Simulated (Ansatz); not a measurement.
Born–Oppenheimer molecular dynamics of a periodic cell of 23 atoms, Li$_{9}$Os$_{2}$O$_{12}$ (host Li5OsO6, host structure C2/m, one Li atom removed), cell charge -1. It goes on from the last frame of an earlier run, with new velocities.

Theory: Ansatz 0.2.0, DFT PBEsol, scalar-relativistic, plane waves, PAW. Settings: cutoff 420 eV, k mesh 2x2x2, fermi-dirac smearing 0.05 eV, no spin polarisation.

```json
{
  "ensemble": "NVE (velocity Verlet)",
  "time step": "1.5 fs",
  "steps asked": "190",
  "starting velocities drawn for": "1170 K",
  "seed": "508312"
}
```

First frame:

```xyz
23
Lattice="0.8640 4.4318 4.7792 0.8640 -4.4318 4.7792 5.1029 0.0000 0.0000" Properties=species:S:1:pos:R:3
Li 3.536 -1.514 4.636
Li 3.121 1.544 4.858
Li 1.754 1.834 2.227
Li 1.713 -1.298 2.493
Li 4.209 -0.102 2.330
Os 2.509 -0.012 0.024
O 5.399 1.146 3.407
O 4.043 3.038 6.026
O 4.034 -3.190 6.090
O 5.273 -1.292 3.416
O 2.542 0.226 3.667
O 0.878 0.147 1.031
Li 0.986 2.969 4.938
Li 1.073 -2.709 4.244
Li 5.133 1.401 7.402
Li 4.973 -1.714 7.314
Os 0.925 -0.015 4.762
O 2.790 -2.897 3.817
O 1.614 -1.289 5.771
O 1.387 1.535 5.920
O 2.662 3.021 3.835
O 5.814 -0.161 8.489
O 4.323 -0.141 5.875
```

**Question.** What does the run give?

**Answer.** The run went to its last step.

| Item | Value |
| --- | --- |
| steps done | 190 |
| time covered | 285 fs |
| mean temperature over the second half | 1089 K |
| spread of the potential energy over the second half | 20.9 meV per atom |
| mean potential energy of the second half above the start | 10.0 meV per atom |

The conserved energy stayed within 0.21 meV per atom of its start (net change 0.05 meV per atom), so the integration is sound. A run of 0.28 ps of so small a system gives no equilibrium averages. Limits of this set-up: coarse k mesh, charged cell in a uniform background, uncorrected.

**Question.** What happens to the structure?

**Answer.** Mean squared displacements from the first frame to the last, about the centre of mass: Li 0.20 Å², Os 0.02 Å², O 0.11 Å². This is one draw of velocities; another would differ in detail.

**Question.** How do temperature and energy run in time?

**Answer.** 
```tsv
time (fs)	T (K)	potential energy less start (eV)	conserved less start (meV/atom)
0.0	1170	0.000	0.00
13.5	1300	-0.368	0.03
27.0	1309	-0.397	-0.03
40.5	909	0.745	0.10
54.0	1105	0.186	0.03
67.5	1165	0.013	-0.01
81.0	837	0.948	0.12
94.5	1002	0.478	0.05
108.0	1067	0.296	0.10
121.5	1191	-0.060	-0.03
135.0	1283	-0.321	0.01
148.5	1237	-0.191	0.01
162.0	907	0.752	0.17
175.5	1138	0.092	0.03
189.0	1012	0.451	0.11
202.5	1127	0.125	0.10
216.0	1462	-0.831	-0.07
229.5	963	0.592	0.09
243.0	845	0.924	0.03
256.5	1187	-0.049	-0.05
270.0	968	0.578	0.20
283.5	1178	-0.023	0.05
```

Time of the run: 18 min on 1 thread of Arm Neoverse V2, on a shared host, peak memory 0.6 GiB.
